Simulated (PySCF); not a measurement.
# [F3V(mu-O)VF3]2-: magnetic exchange

What do calculations give for the magnetic exchange of [F3V(mu-O)VF3]2-?

Programs: PySCF 2.14.0, with routines of our own; each step states its level. All values are computed. Atoms count from 0.

## (1) The system as given

9 atoms, charge -2, high-spin multiplicity 5; geometry from: idealised, bond lengths from ionic radii.

The system (corner-sharing dimer): [F3V(mu-O)VF3]2-. The metals (V(III), V(III)) are 3.51 Å apart; the bridge angle is 180°; the spin sites are atom 0 (2 unpaired) and atom 1 (2 unpaired).

## (2) Magnetic exchange: PBE0/def2-SVP in water

Job settings and geometry (Å):

```
{"job": {"kind": "bs", "xc": "PBE0", "basis": "def2-SVP", "grid": 1, "solvent": "water"}, "charge": -2, "high_spin_multiplicity": 5, "spin_sites": [[[0], 2], [[1], 2]]}
V     -1.753300     0.000700    -0.000000
V      1.753300     0.000700    -0.000000
O     -0.000000     0.006900    -0.000000
F     -2.362700    -0.001400     1.725700
F     -2.367900     1.493100    -0.862900
F     -2.357500    -1.495900    -0.862800
F      2.362700    -0.001400     1.725700
F      2.357500    -1.495900    -0.862900
F      2.367900     1.493100    -0.862800
```

With the program's defaults for keys left out, this is: PBE0/def2-SVP high-spin and broken-symmetry single points, IEF-PCM water.

Run with:

```console
$ OMP_NUM_THREADS=1 python exch_run.py task.json out
```

One launch serves the whole session: the jobs run in the order shown.

The program printed:

```text
high-spin state, multiplicity 5
final grid: 52104 points
cycle   1  E = -2560.6925378563  dE = -7.036e-01  |g| = 1.165e+00  |ddm| = 2.652e+00
cycle   2  E = -2558.8050854378  dE =  1.887e+00  |g| = 2.603e+00  |ddm| = 2.101e+00
cycle   3  E = -2561.0928655393  dE = -2.288e+00  |g| = 3.719e-01  |ddm| = 1.591e+00
cycle   4  E = -2561.1505711268  dE = -5.771e-02  |g| = 1.364e-01  |ddm| = 3.481e-01
cycle   5  E = -2561.1555595619  dE = -4.988e-03  |g| = 7.879e-02  |ddm| = 1.399e-01
cycle   6  E = -2561.1582092992  dE = -2.650e-03  |g| = 5.833e-03  |ddm| = 6.239e-02
cycle   7  E = -2561.1582396018  dE = -3.030e-05  |g| = 1.320e-03  |ddm| = 1.148e-02
cycle   8  E = -2561.1582423380  dE = -2.736e-06  |g| = 6.181e-04  |ddm| = 3.039e-03
cycle   9  E = -2561.1582436423  dE = -1.304e-06  |g| = 6.338e-04  |ddm| = 3.006e-03
cycle  10  E = -2561.1582439692  dE = -3.269e-07  |g| = 3.705e-04  |ddm| = 9.410e-04
cycle  11  E = -2561.1582443537  dE = -3.845e-07  |g| = 1.447e-04  |ddm| = 1.926e-03
cycle  12  E = -2561.1582444134  dE = -5.968e-08  |g| = 1.063e-04  |ddm| = 5.723e-04
cycle  13  E = -2561.1582444542  dE = -4.080e-08  |g| = 7.106e-05  |ddm| = 5.387e-04
cycle  14  E = -2561.1582444818  dE = -2.767e-08  |g| = 3.678e-05  |ddm| = 5.389e-04
cycle  15  E = -2561.1582444925  dE = -1.064e-08  |g| = 2.670e-05  |ddm| = 3.049e-04
cycle  16  E = -2561.1582444998  dE = -7.321e-09  |g| = 1.725e-05  |ddm| = 3.040e-04
converged SCF energy = -2561.1582444998

broken-symmetry state, M_S = 0, start: spins of the second site flipped
final grid: 52104 points
cycle   1  E = -2561.1604641429  dE = -6.812e-03  |g| = 1.127e-02  |ddm| = 1.620e-01
cycle   2  E = -2561.1606720128  dE = -2.079e-04  |g| = 1.107e-02  |ddm| = 3.203e-02
cycle   3  E = -2561.1607169965  dE = -4.498e-05  |g| = 7.018e-03  |ddm| = 1.164e-02
cycle   4  E = -2561.1607519960  dE = -3.500e-05  |g| = 1.705e-03  |ddm| = 1.067e-02
cycle   5  E = -2561.1607551554  dE = -3.159e-06  |g| = 1.284e-03  |ddm| = 3.303e-03
cycle   6  E = -2561.1607581721  dE = -3.017e-06  |g| = 4.231e-04  |ddm| = 4.303e-03
cycle   7  E = -2561.1607591826  dE = -1.011e-06  |g| = 1.601e-04  |ddm| = 3.612e-03
cycle   8  E = -2561.1607592643  dE = -8.166e-08  |g| = 5.837e-05  |ddm| = 9.112e-04
cycle   9  E = -2561.1607592766  dE = -1.235e-08  |g| = 2.454e-05  |ddm| = 4.930e-04
cycle  10  E = -2561.1607592769  dE = -2.819e-10  |g| = 1.493e-05  |ddm| = 3.150e-05
converged SCF energy = -2561.1607592769

<S^2> high spin = 6.0102, broken symmetry = 1.9731
E(HS) - E(BS) = 551.93 cm-1
J_noodleman = -137.98 cm-1
J_unprojected = -91.99 cm-1
J_yamaguchi = -136.71 cm-1
```

Wall time 47 s (1 thread of Intel Xeon Platinum 8375C at 2.90GHz, shared host); peak memory 0.6 GiB.

In short:

```csv
quantity,value
J (Yamaguchi),-137 cm⁻¹
"low less high spin, projected",-2.3 kcal/mol
```

Mulliken spin populations of the high-spin state:

```csv
atom,value (e)
V0,1.95
V1,1.95
O2,0.00
F3,0.02
F4,0.01
F5,0.02
F6,0.02
F7,0.02
F8,0.01
```

## (3) Magnetic exchange: CASSCF and SC-NEVPT2/def2-SVP (4,4) in water

The job, as its differences from that of step 2:

```diff
@@ -1,2 +1,2 @@
-{"job": {"kind": "bs", "xc": "PBE0", "basis": "def2-SVP", "grid": 1, "solvent": "water"}, "charge": -2, "high_spin_multiplicity": 5, "spin_sites": [[[0], 2], [[1], 2]]}
+{"job": {"kind": "cas", "xc": "PBE0", "basis": "def2-SVP", "grid": 1, "active": "magnetic", "zfs": false, "npt": 3, "solvent": "water"}, "charge": -2, "high_spin_multiplicity": 5, "spin_sites": [[[0], 2], [[1], 2]]}
 V     -1.753300     0.000700    -0.000000
```

Method: CASSCF and SC-NEVPT2/def2-SVP spin states, IEF-PCM water.

The program printed:

```text
start orbitals: natural orbitals of the high-spin PBE0 determinant (converged)
active space: 4 electrons in 4 orbitals, 53 closed; orbitals optimised for multiplicities 5 3 1
macro   0  E = -2557.0847443590  dE =  0.000e+00  |g| = 1.116e+00
macro   1  E = -2557.1903653857  dE = -1.056e-01  |g| = 4.727e-01
macro   2  E = -2557.2057641933  dE = -1.540e-02  |g| = 2.399e-01
macro   3  E = -2557.2079437833  dE = -2.180e-03  |g| = 5.266e-02
macro   4  E = -2557.2080712598  dE = -1.275e-04  |g| = 1.437e-02
macro   5  E = -2557.2080888731  dE = -1.761e-05  |g| = 7.761e-03
macro   6  E = -2557.2080995307  dE = -1.066e-05  |g| = 4.873e-03
macro   7  E = -2557.2081138147  dE = -1.428e-05  |g| = 4.453e-03
macro   8  E = -2557.2081170708  dE = -3.256e-06  |g| = 2.405e-03
macro   9  E = -2557.2081176912  dE = -6.204e-07  |g| = 5.266e-04
macro  10  E = -2557.2081177306  dE = -3.934e-08  |g| = 1.263e-04
CASSCF converged, mean energy = -2557.2081177306
2S+1 = 5  root 0  E(CAS) = -2557.20715898  E(NEVPT2) = -2559.00507562  occupations 1.000 1.000 1.000 1.000
2S+1 = 3  root 0  E(CAS) = -2557.20830026  E(NEVPT2) = -2559.00680573  occupations 1.048 1.048 0.952 0.952
2S+1 = 1  root 0  E(CAS) = -2557.20889396  E(NEVPT2) = -2559.00773582  occupations 1.074 1.074 0.926 0.926
```

Run time: 17 s. Hardware: 1 thread of Intel Xeon Platinum 8375C at 2.90GHz, shared host; peak memory 0.6 GiB.

The solvent's field is frozen at that of the high-spin determinant; only differences between these total energies have meaning.

In short:

```csv
quantity,value
J (CASSCF),-63 cm⁻¹
J (NEVPT2),-95 cm⁻¹
low less high spin (NEVPT2),-1.7 kcal/mol
diradical index y0,0.93
```

## (4) Magnetic exchange: B3LYP/def2-SVP in water

Job settings and geometry (Å):

```
{"job": {"kind": "bs", "xc": "B3LYP", "basis": "def2-SVP", "grid": 1, "solvent": "water"}, "charge": -2, "high_spin_multiplicity": 5, "spin_sites": [[[0], 2], [[1], 2]]}
V     -1.753300     0.000700    -0.000000
V      1.753300     0.000700    -0.000000
O     -0.000000     0.006900    -0.000000
F     -2.362700    -0.001400     1.725700
F     -2.367900     1.493100    -0.862900
F     -2.357500    -1.495900    -0.862800
F      2.362700    -0.001400     1.725700
F      2.357500    -1.495900    -0.862900
F      2.367900     1.493100    -0.862800
```

Level: B3LYP/def2-SVP high-spin and broken-symmetry single points, IEF-PCM water.

The program printed:

```text
high-spin state, multiplicity 5
final grid: 52104 points
cycle   1  E = -2562.2587276456  dE = -1.388e-03  |g| = 3.032e-02  |ddm| = 9.958e-02
cycle   2  E = -2562.2587838694  dE = -5.622e-05  |g| = 2.970e-02  |ddm| = 4.639e-02
cycle   3  E = -2562.2590459501  dE = -2.621e-04  |g| = 9.276e-03  |ddm| = 2.272e-02
cycle   4  E = -2562.2590818233  dE = -3.587e-05  |g| = 9.775e-04  |ddm| = 6.402e-03
cycle   5  E = -2562.2590821073  dE = -2.840e-07  |g| = 7.313e-04  |ddm| = 1.028e-03
cycle   6  E = -2562.2590823255  dE = -2.182e-07  |g| = 1.469e-04  |ddm| = 6.433e-04
cycle   7  E = -2562.2590823383  dE = -1.283e-08  |g| = 3.729e-05  |ddm| = 1.671e-04
cycle   8  E = -2562.2590823394  dE = -1.110e-09  |g| = 1.077e-05  |ddm| = 6.424e-05
converged SCF energy = -2562.2590823394

broken-symmetry state, M_S = 0, start: spins of the second site flipped
final grid: 52104 points
cycle   1  E = -2562.2616996390  dE = -6.735e-03  |g| = 1.050e-02  |ddm| = 1.784e-01
cycle   2  E = -2562.2618479085  dE = -1.483e-04  |g| = 1.323e-02  |ddm| = 3.266e-02
cycle   3  E = -2562.2619120064  dE = -6.410e-05  |g| = 6.025e-03  |ddm| = 1.190e-02
cycle   4  E = -2562.2619384231  dE = -2.642e-05  |g| = 1.893e-03  |ddm| = 1.050e-02
cycle   5  E = -2562.2619408793  dE = -2.456e-06  |g| = 8.933e-04  |ddm| = 2.419e-03
cycle   6  E = -2562.2619432015  dE = -2.322e-06  |g| = 3.201e-04  |ddm| = 4.448e-03
cycle   7  E = -2562.2619436897  dE = -4.882e-07  |g| = 1.497e-04  |ddm| = 2.508e-03
cycle   8  E = -2562.2619437318  dE = -4.208e-08  |g| = 4.567e-05  |ddm| = 6.142e-04
cycle   9  E = -2562.2619437374  dE = -5.604e-09  |g| = 2.531e-05  |ddm| = 3.060e-04
converged SCF energy = -2562.2619437374

<S^2> high spin = 6.0087, broken symmetry = 1.9610
E(HS) - E(BS) = 628.00 cm-1
J_noodleman = -157.00 cm-1
J_unprojected = -104.67 cm-1
J_yamaguchi = -155.15 cm-1
```

Run time: 32 s. Hardware: 1 thread of Intel Xeon Platinum 8375C at 2.90GHz, shared host; peak memory 0.63 GiB.

From this job:

```csv
quantity,value
J (Yamaguchi),-155 cm⁻¹
"low less high spin, projected",-2.7 kcal/mol
```

## (5) Magnetic exchange: PBE0/def2-SVP in water, other SCF options

The job, as its differences from that of step 4:

```diff
@@ -1,2 +1,2 @@
-{"job": {"kind": "bs", "xc": "B3LYP", "basis": "def2-SVP", "grid": 1, "solvent": "water"}, "charge": -2, "high_spin_multiplicity": 5, "spin_sites": [[[0], 2], [[1], 2]]}
+{"job": {"kind": "bs", "xc": "PBE0", "basis": "def2-SVP", "grid": 1, "solvent": "water", "scf": {"diis_space": 4, "max_cycle": 71}}, "charge": -2, "high_spin_multiplicity": 5, "spin_sites": [[[0], 2], [[1], 2]]}
 V     -1.753300     0.000700    -0.000000
```

Level: PBE0/def2-SVP high-spin and broken-symmetry single points, IEF-PCM water.

The program printed:

```text
high-spin state, multiplicity 5
final grid: 52104 points
cycle   1  E = -2560.7060564164  dE = -6.585e-01  |g| = 1.151e+00  |ddm| = 2.646e+00
cycle   2  E = -2559.0548091662  dE =  1.651e+00  |g| = 2.459e+00  |ddm| = 2.036e+00
cycle   3  E = -2561.0910100727  dE = -2.036e+00  |g| = 3.762e-01  |ddm| = 1.537e+00
cycle   4  E = -2561.1516466260  dE = -6.064e-02  |g| = 1.264e-01  |ddm| = 3.424e-01
cycle   5  E = -2561.1557397734  dE = -4.093e-03  |g| = 7.612e-02  |ddm| = 1.335e-01
cycle   6  E = -2561.1582093995  dE = -2.470e-03  |g| = 4.539e-03  |ddm| = 5.884e-02
cycle   7  E = -2561.1582380138  dE = -2.861e-05  |g| = 1.881e-03  |ddm| = 1.129e-02
cycle   8  E = -2561.1582416951  dE = -3.681e-06  |g| = 1.350e-03  |ddm| = 3.823e-03
cycle   9  E = -2561.1582432831  dE = -1.588e-06  |g| = 5.096e-04  |ddm| = 2.141e-03
cycle  10  E = -2561.1582440307  dE = -7.476e-07  |g| = 5.830e-04  |ddm| = 2.318e-03
cycle  11  E = -2561.1582441992  dE = -1.686e-07  |g| = 3.679e-04  |ddm| = 6.494e-04
cycle  12  E = -2561.1582442893  dE = -9.003e-08  |g| = 2.583e-04  |ddm| = 4.997e-04
cycle  13  E = -2561.1582444577  dE = -1.685e-07  |g| = 1.085e-04  |ddm| = 1.206e-03
cycle  14  E = -2561.1582444798  dE = -2.209e-08  |g| = 7.100e-05  |ddm| = 3.311e-04
cycle  15  E = -2561.1582444881  dE = -8.220e-09  |g| = 8.725e-05  |ddm| = 2.250e-04
converged SCF energy = -2561.1582444881

broken-symmetry state, M_S = 0, start: spins of the second site flipped
final grid: 52104 points
cycle   1  E = -2561.1604641059  dE = -6.812e-03  |g| = 1.135e-02  |ddm| = 1.620e-01
cycle   2  E = -2561.1606689290  dE = -2.048e-04  |g| = 1.145e-02  |ddm| = 3.210e-02
cycle   3  E = -2561.1607174788  dE = -4.855e-05  |g| = 6.911e-03  |ddm| = 1.173e-02
cycle   4  E = -2561.1607520771  dE = -3.460e-05  |g| = 1.696e-03  |ddm| = 1.071e-02
cycle   5  E = -2561.1607552011  dE = -3.124e-06  |g| = 1.281e-03  |ddm| = 3.290e-03
cycle   6  E = -2561.1607579474  dE = -2.746e-06  |g| = 4.818e-04  |ddm| = 3.807e-03
cycle   7  E = -2561.1607590575  dE = -1.110e-06  |g| = 2.319e-04  |ddm| = 3.354e-03
cycle   8  E = -2561.1607592106  dE = -1.530e-07  |g| = 3.083e-04  |ddm| = 1.423e-03
cycle   9  E = -2561.1607592671  dE = -5.656e-08  |g| = 7.445e-05  |ddm| = 4.416e-04
cycle  10  E = -2561.1607592756  dE = -8.523e-09  |g| = 3.330e-05  |ddm| = 3.573e-04
converged SCF energy = -2561.1607592756

<S^2> high spin = 6.0102, broken symmetry = 1.9731
E(HS) - E(BS) = 551.93 cm-1
J_noodleman = -137.98 cm-1
J_unprojected = -91.99 cm-1
J_yamaguchi = -136.71 cm-1
```

It took 41 s on 1 thread of Intel Xeon Platinum 8375C at 2.90GHz, shared host; peak memory 0.66 GiB.

From this job:

```csv
quantity,value
J (Yamaguchi),-137 cm⁻¹
"low less high spin, projected",-2.3 kcal/mol
```

## (6) Magnetic exchange: PBE0/def2-SPV in water

Job settings and geometry (Å):

```
{"job": {"kind": "bs", "xc": "PBE0", "basis": "def2-SPV", "grid": 1, "solvent": "water"}, "charge": -2, "high_spin_multiplicity": 5, "spin_sites": [[[0], 2], [[1], 2]]}
V     -1.753300     0.000700    -0.000000
V      1.753300     0.000700    -0.000000
O     -0.000000     0.006900    -0.000000
F     -2.362700    -0.001400     1.725700
F     -2.367900     1.493100    -0.862900
F     -2.357500    -1.495900    -0.862800
F      2.362700    -0.001400     1.725700
F      2.357500    -1.495900    -0.862900
F      2.367900     1.493100    -0.862800
```

Level: PBE0/def2-SPV high-spin and broken-symmetry single points, IEF-PCM water.

The program printed:

```text
KeyError: 'Basis set def2-SPV does not exist'
```

Hardware: 1 thread of Intel Xeon Platinum 8375C at 2.90GHz, shared host.

Why it failed: The input was refused with the message shown. The remedy is to check the setting that the message names.

## (7) The levels compared

J for H = −2J S1·S2; the gap is low spin less high spin (projected; unprojected where the broken-symmetry state collapsed; or NEVPT2):

```csv
step,level,geometry,J (cm⁻¹),gap (kcal/mol),time
2,PBE0/def2-SVP in water,one,-137,-2.3,47 s
3,"CASSCF and SC-NEVPT2/def2-SVP (4,4) in water",one,-95,-1.7,17 s
4,B3LYP/def2-SVP in water,one,-155,-2.7,32 s
5,"PBE0/def2-SVP in water, other SCF options",one,-137,-2.3,41 s
```

CASSCF times leave out a start SCF that an earlier step had already made.

## (8) What came out

```
                                                      quantity                                                                                      value
                J (Yamaguchi) (step 2, PBE0/def2-SVP in water)                                                                                  -137 cm⁻¹
low less high spin, projected (step 2, PBE0/def2-SVP in water)                                                                              -2.3 kcal/mol
                                                             J  -155 (B3LYP/def2-SVP in water) to -95 cm⁻¹ (CASSCF and SC-NEVPT2/def2-SVP (4,4) in water)
                                                          runs                                                         1 failed, 0 ended on unsound input
```

**Reading.** The levels with a meaningful J put the low-spin state lower (antiferromagnetic coupling), from -155 to -95 cm⁻¹.
